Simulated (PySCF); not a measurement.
# One shape, several levels: C4H7Al (SMILES CCC#[C][AlH2])

Wanted: a comparison of 6 runs (HF/3-21G, HF/6-31G*, HF/6-31G**, B3LYP/6-31G*, PBE0/def2-SVP) of C4H7Al. 

The results are computed with PySCF 2.14.0.

1 further run of the same task is left out (set aside as unsound or not needed).

**1. Starting point**

The species is C4H7Al (12 atoms), meant as a singlet with charge 0. As SMILES, `CCC#[C][AlH2]`. The shape comes from GFN2-xTB, which is rough for such elements, and wasn't checked as a minimum.

Bond lengths: C1–C2 1.530 Å, C2–C3 1.450 Å, C3–C4 1.218 Å, C4–Al5 1.934 Å, C1–H6 1.088 Å, C1–H7 1.088 Å, C1–H8 1.088 Å, C2–H9 1.095 Å, C2–H10 1.095 Å, Al5–H11 1.552 Å, Al5–H12 1.552 Å. Some angles: C1–C2–C3 111.2°, C2–C3–C4 178.8°, C3–C4–Al5 178.8°, C1–C2–H9 109.9°, C1–C2–H10 109.9°, C3–C2–H9 109.0°, C3–C2–H10 108.8°, C2–C1–H6 110.2°, C2–C1–H7 110.4°, C2–C1–H8 110.4°.

**2. Energy and gradient at HF/3-21G (run 1)**

Contents of calc.py:

```python
from pyscf import gto, scf

mol = gto.M(
    atom='''
C       -0.554560       1.091320       1.740210
C        0.739210       0.628970       1.066060
C        0.460410      -0.121220      -0.142820
C        0.201140      -0.744650      -1.156590
Al      -0.185450      -1.710270      -2.787250
H       -0.326520       1.663130       2.636920
H       -1.164770       0.234800       2.018090
H       -1.131630       1.717890       1.063630
H        1.312260      -0.001840       1.753030
H        1.355670       1.496390       0.808840
H       -1.625670      -2.092630      -3.221150
H        0.919910      -2.161890      -3.778960
''',
    max_memory=1860,
    verbose=3,
    charge=0,
    spin=0,
    basis='3-21g',
)

mf = scf.RHF(mol)
mf.conv_tol = 1e-10
mf.kernel()
if not mf.converged:
    mf = mf.newton().run(mf.mo_coeff, mf.mo_occ)

e_tot = mf.e_tot
print('E(%s) = %.9f' % ('HF', e_tot))
grad = mf.nuc_grad_method().kernel()
mf.analyze()
```

The run is started by

```bash
$ OMP_NUM_THREADS=1 python calc.py
```

Log:

```text
converged SCF energy = -395.223484142559
[... 17 lines left out ...]
MO #8   energy= -3.17516300756455  occ= 2
[... 10 lines left out ...]
MO #19  energy= -0.481552245368027 occ= 2
[... 10 lines left out ...]
MO #30  energy= 0.316430413439384  occ= 0
[... 10 lines left out ...]
MO #41  energy= 0.913664098217032  occ= 0
[... 10 lines left out ...]
MO #52  energy= 1.34344868242856   occ= 0
[... 10 lines left out ...]
MO #63  energy= 2.54348131021227   occ= 0
[... 13 lines left out ...]
Dipole moment(X, Y, Z, Debye):  0.23939,  0.94972,  1.53490
```

Wall time 3.3 s (1 thread of Intel Xeon at 2.70GHz, shared host); peak memory 0.13 GiB.

**3. Energy and gradient at HF/6-31G(d) (spherical functions) (run 2)**

Contents of input.xyz:

```xyz
12

C     -0.554560     1.091320     1.740210
C      0.739210     0.628970     1.066060
C      0.460410    -0.121220    -0.142820
C      0.201140    -0.744650    -1.156590
Al    -0.185450    -1.710270    -2.787250
H     -0.326520     1.663130     2.636920
H     -1.164770     0.234800     2.018090
H     -1.131630     1.717890     1.063630
H      1.312260    -0.001840     1.753030
H      1.355670     1.496390     0.808840
H     -1.625670    -2.092630    -3.221150
H      0.919910    -2.161890    -3.778960
```

Contents of input.py:

```python
# CCC#[C][AlH2]
import pyscf.grad
from pyscf import gto, scf

mol = gto.M(
    atom='input.xyz',
    basis='6-31g*',
    charge=0,
    spin=0,
    verbose=3,
    max_memory=1860,
)

hf = scf.RHF(mol)
hf.conv_tol = 1e-10
hf.kernel()
if not hf.converged:
    hf = hf.newton().run(hf.mo_coeff, hf.mo_occ)

e_final = hf.e_tot
print('E(%s) = %.9f' % ('HF', e_final))
grad = hf.Gradients().kernel()
dip = hf.dip_moment()
pop, q = hf.mulliken_pop()
```

The run is started by

```bash
$ OMP_NUM_THREADS=1 python input.py
```

Log:

```text
converged SCF energy = -397.396432818207
[... 9 lines left out ...]
Dipole moment(X, Y, Z, Debye):  0.25794,  0.92493,  1.50779
[... 101 lines left out ...]
charge of   11H =     -0.17111
```

Wall time 13 s (1 thread of Intel Xeon at 2.70GHz, shared host); peak memory 0.18 GiB.

Runs 3 to 5 aren't shown in full; the table further down has their settings and results.

**4. Energy and forces at PBE0/def2-SVP (run 6)**

Contents of input.py:

```python
from pyscf import gto, dft

mol = gto.M(
    atom='''
C       -0.554560       1.091320       1.740210
C        0.739210       0.628970       1.066060
C        0.460410      -0.121220      -0.142820
C        0.201140      -0.744650      -1.156590
Al      -0.185450      -1.710270      -2.787250
H       -0.326520       1.663130       2.636920
H       -1.164770       0.234800       2.018090
H       -1.131630       1.717890       1.063630
H        1.312260      -0.001840       1.753030
H        1.355670       1.496390       0.808840
H       -1.625670      -2.092630      -3.221150
H        0.919910      -2.161890      -3.778960
''',
    basis='def2-svp',
    verbose=4,
    max_memory=1860,
)

mf = dft.RKS(mol, xc='pbe0')
mf.grids.level = 5
mf.conv_tol = 1e-10
mf.kernel()
if not mf.converged:
    mf = mf.newton().run(mf.mo_coeff, mf.mo_occ)

e_tot = mf.e_tot
print('E = %.10f Eh' % e_tot)
grad = mf.nuc_grad_method().kernel()
dip = mf.dip_moment()
pop, q = mf.mulliken_pop()
```

The run is started by

```bash
$ OMP_NUM_THREADS=1 python input.py
```

Log:

```text
PySCF version 2.14.0

[... 81 lines left out ...]
converged SCF energy = -398.497818912174
[... 13 lines left out ...]
Dipole moment(X, Y, Z, Debye):  0.28116,  1.01727,  1.65491
[... 122 lines left out ...]
charge of   11H =     -0.17819
```

Run time: 59 s. Hardware: 1 thread of Intel Xeon at 2.70GHz, shared host; peak memory 1.1 GiB.

**5. Overview of the runs**

```csv
run,level,integration grid,Cartesian functions,energy (Eh),dipole moment (D),HOMO energy (eV),LUMO energy (eV),wall time
1,HF/3-21G,–,no,-395.223484,1.82,-10.00,1.17,3.3 s
2,HF/6-31G* (spherical functions),–,no,-397.396433,1.79,-9.92,1.22,13 s
3,HF/6-31G** (spherical functions),–,no,-397.406662,1.79,-9.91,1.22,23 s
4,B3LYP/6-31G* (spherical functions),5,no,-399.008557,1.98,-6.99,-1.69,49 s
5,B3LYP/6-31G* (Cartesian functions),5,yes,-399.013288,1.98,-6.99,-1.68,50 s
6,PBE0/def2-SVP,5,no,-398.497819,1.96,-7.46,-1.56,59 s
```

**6. What came out**

| quantity | value |
| --- | --- |
| run 6: total energy | -398.49782 Eh |
| run 6: dipole moment | 1.96 D |
| run 6: HOMO energy | -7.46 eV |
| run 6: LUMO energy | -1.56 eV |
| run 6: HOMO–LUMO gap | 5.89 eV |
| run 6: largest force on an atom | 1.345 eV/Å |

In words: The dipole moment (its size) runs from 1.79 D (HF/6-31G*) to 1.98 D (B3LYP/6-31G*). The HOMO–LUMO gap runs from 5.30 eV (B3LYP/6-31G*) to 11.17 eV (HF/3-21G). The two ends differ in method and basis. Totals of different functionals can't be ranked against each other. All runs together took 3.3 min, the longest 59 s.
